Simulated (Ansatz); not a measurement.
**GeH3IO: energy of protonation at one site, by script**

A script is to give the energy of protonation at one site; the system is GeH3IO.

Program: Ansatz 0.2.0 through its Python package. Level of theory: MP2/def2-SVP. These are calculated values, not measurements.

## (1) The system

Bond lengths: O1–Ge2 1.796 Å, Ge2–I3 2.559 Å, O1–H4 0.996 Å, Ge2–H5 1.567 Å, Ge2–H6 1.552 Å. Angles: O1–Ge2–I3 111.2°, O1–Ge2–H5 108.4°, O1–Ge2–H6 108.8°, I3–Ge2–H5 109.5°, I3–Ge2–H6 109.4°, H5–Ge2–H6 109.5°, Ge2–O1–H4 99.6°.

No structure file is read: the coordinates are typed or built in the script.

## (2) Script

The input, pa_geh3io.py:

```python
"""Proton affinity of GeH3IO at one site."""

import ansatz as az
from ase import Atoms
import numpy as np

atoms = Atoms(["O", "Ge", "I", "H", "H", "H"], positions=[
    [-0.5769, -1.402, 0.1166],
    [0.3525, 0.1346, 0.156],
    [-1.2071, 2.1608, 0.0496],
    [-1.0267, -1.301, -0.7662],
    [1.3244, 0.1569, -1.0727],
    [1.176, 0.1867, 1.4706],
])
system = az.Crystal.molecule_from_ase(atoms)

job = (
    system.calculation()
    .basis(gaussian="def2-SVP")
    .correlation("mp2")
)
symbols = [site.symbol for site in system.cartesian_sites]
start = np.array([site.position_ang for site in system.cartesian_sites], dtype=float)
data = job.relax(force_tolerance=0.01, max_steps=100).run(threads=1).report
end = np.array(data["positions_ang"])

# put the proton on the side away from the neighbours, slightly off axis
away = sum((end[0] - end[j]) / np.linalg.norm(end[0] - end[j]) for j in [1, 3]) + np.array([0.15, 0.1, -0.2])
proton = end[0] + 1.0 * away / np.linalg.norm(away)
acid = az.Crystal.molecule()
for symbol, place in zip(symbols, end):
    acid = acid.atom(symbol, place.tolist())
acid = acid.atom("H", proton.tolist())
protonated = (
    acid.calculation()
    .basis(gaussian="def2-SVP")
    .correlation("mp2")
    .charge(1)
    .relax(force_tolerance=0.01, max_steps=80)
)
after = protonated.run(threads=1).report
xyz = np.array(after["positions_ang"])
reach = np.linalg.norm(xyz[:-1] - xyz[-1], axis=1)
print(f"base {data['free_energy_ev']:.5f} eV, protonated {after['free_energy_ev']:.5f} eV")
print(f"the proton ends {reach.min():.3f} A from {symbols[reach.argmin()]}{reach.argmin()}")
print(f"electronic proton affinity {96.485332 * (data['free_energy_ev'] - after['free_energy_ev']):.1f} kJ/mol")
```

## (3) What the engine is handed

The engine receives this input (first run):

```yaml
crystal:
  periodic: [false, false, false]
  atoms:
    - { symbol: O, position_ang: [-0.5769, -1.402, 0.1166] }
    - { symbol: Ge, position_ang: [0.3525, 0.1346, 0.156] }
    - { symbol: I, position_ang: [-1.2071, 2.1608, 0.0496] }
    - { symbol: H, position_ang: [-1.0267, -1.301, -0.7662] }
    - { symbol: H, position_ang: [1.3244, 0.1569, -1.0727] }
    - { symbol: H, position_ang: [1.176, 0.1867, 1.4706] }
basis:
  gaussian:
    orbitals: def2-SVP
correlation:
  method: mp2
relax:
  f_tol: 0.01
  max_steps: 100
```

## (4) Running it

Run with:

```bash
python pa_geh3io.py
```

Without the output at hand: what should come out? Wanted: electronic proton affinity; moves of the relaxation of run 1; energy gained in run 1; last largest force component of run 1; moves of the relaxation of run 2; energy gained in run 2; last largest force component of run 2.

The runs gave:

| quantity | value |
| --- | --- |
| electronic proton affinity | 833.5 kJ/mol |
| runs compared | 2 |
| moves of the relaxation of run 1 | 7 |
| energy gained in run 1 | 0.141 eV |
| last largest force component of run 1 | 0.0067 eV/Å |
| moves of the relaxation of run 2 | 14 |
| energy gained in run 2 | 0.831 eV |
| last largest force component of run 2 | 0.0100 eV/Å |

**Reading.** Run 1: After 7 moves the largest shift is 0.158 Å, of atom 4 (H). Run 2: The relaxation took 14 moves; the largest shift is 0.619 Å, of atom 7 (H). The proton is put on one chosen atom, which needn't be the most basic site, so the molecule's proton affinity can be higher; the ends are stationary points, not checked by frequencies, and zero-point and thermal terms count only where printed. def2 sets replace the cores of elements past krypton by effective core potentials.
